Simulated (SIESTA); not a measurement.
MoPRu: band structure with PBEsol

Crystal: MoPRu.

```
Ru Mo P
1.0
     6.01321    0.00000    0.00000
    -3.00660    5.20759    0.00000
     0.00000    0.00000    3.85744
Ru Mo P
3 3 3
Direct
  0.73844 0.00000 0.00000
  0.26156 0.26156 0.00000
  0.00000 0.73844 0.00000
  0.40594 0.00000 0.50000
  0.59406 0.59406 0.50000
  0.00000 0.40594 0.50000
  0.00000 0.00000 0.50000
  0.66667 0.33333 0.00000
  0.33333 0.66667 0.00000
```

The cell comes from a database or a generator and needn't be the stable form of this composition.

| Property | Result |
| --- | --- |
| Program | SIESTA 5.4.2 |
| Task | band structure |
| Functional | PBEsol |
| Potentials or basis | PseudoDojo 0.4 standard (PBEsol files) |
| Basis | DZP (energy shift 0.003 Ry; two zetas on semicore shells) |
| Grid cutoff | 800 Ry |
| Energy shift | 0.003 Ry |
| k mesh | 5 × 5 × 7 |
| Occupations | fermi-dirac, width 0.05 eV |
| Spin | no spin polarisation |

The pressure is 2.2 GPa and the largest force is 0.222 eV/Å. The band gap on the k mesh is none (metal or under the smearing width).

Forces in eV/Å, atoms in the order of the input:
```
Ru   0.222  0.000  0.000
Ru  -0.111 -0.192  0.000
Ru  -0.111  0.192  0.000
Mo   0.147  0.000  0.000
Mo  -0.073 -0.127  0.000
Mo  -0.073  0.127  0.000
P    0.000  0.000  0.000
P    0.000  0.000  0.000
P    0.000  0.000  0.000
```

Stress tensor (GPa, compression positive):
```
3.00 0.00 0.00
0.00 3.00 0.00
0.00 0.00 0.74
```

Levels at the corners of the path, in eV from the Fermi level:
| point | band 48 | band 49 | band 50 | band 51 | band 52 | band 53 | band 54 | band 55 | band 56 | band 57 |
| --- | --- | --- | --- | --- | --- | --- | --- | --- | --- | --- |
| Γ | -0.89 | -0.62 | -0.58 | -0.58 | 0.02 | 0.53 | 0.68 | 0.68 | 1.25 | 1.25 |
| M | -1.15 | -0.93 | -0.85 | -0.76 | -0.22 | 0.31 | 0.82 | 0.91 | 1.71 | 1.74 |
| K | -1.26 | -0.96 | -0.96 | -0.43 | -0.04 | 0.15 | 0.15 | 1.23 | 1.87 | 1.87 |
| Γ | -0.89 | -0.62 | -0.58 | -0.58 | 0.02 | 0.53 | 0.68 | 0.68 | 1.25 | 1.25 |
| A | -1.28 | -0.84 | -0.84 | -0.65 | -0.63 | -0.63 | -0.01 | 0.58 | 0.58 | 1.42 |
| L | -1.69 | -1.40 | -1.37 | -0.43 | -0.13 | 0.00 | 0.07 | 1.15 | 1.30 | 1.51 |
| H | -1.64 | -1.40 | -1.40 | -0.39 | -0.14 | 0.09 | 0.09 | 1.23 | 1.32 | 1.61 |
| A | -1.28 | -0.84 | -0.84 | -0.65 | -0.63 | -0.63 | -0.01 | 0.58 | 0.58 | 1.42 |
| L | -1.69 | -1.40 | -1.37 | -0.43 | -0.13 | 0.00 | 0.07 | 1.15 | 1.30 | 1.51 |
| M | -1.15 | -0.93 | -0.85 | -0.76 | -0.22 | 0.31 | 0.82 | 0.91 | 1.71 | 1.74 |
| K | -1.26 | -0.96 | -0.96 | -0.43 | -0.04 | 0.15 | 0.15 | 1.23 | 1.87 | 1.87 |
| H | -1.64 | -1.40 | -1.40 | -0.39 | -0.14 | 0.09 | 0.09 | 1.23 | 1.32 | 1.61 |

Run time: 4.9 min on 1 thread of Arm Neoverse V2, on a shared host, peak memory 0.85 GiB.

Caveat: the basis of atomic orbitals isn't converged, which shifts pressures, moduli and gaps.
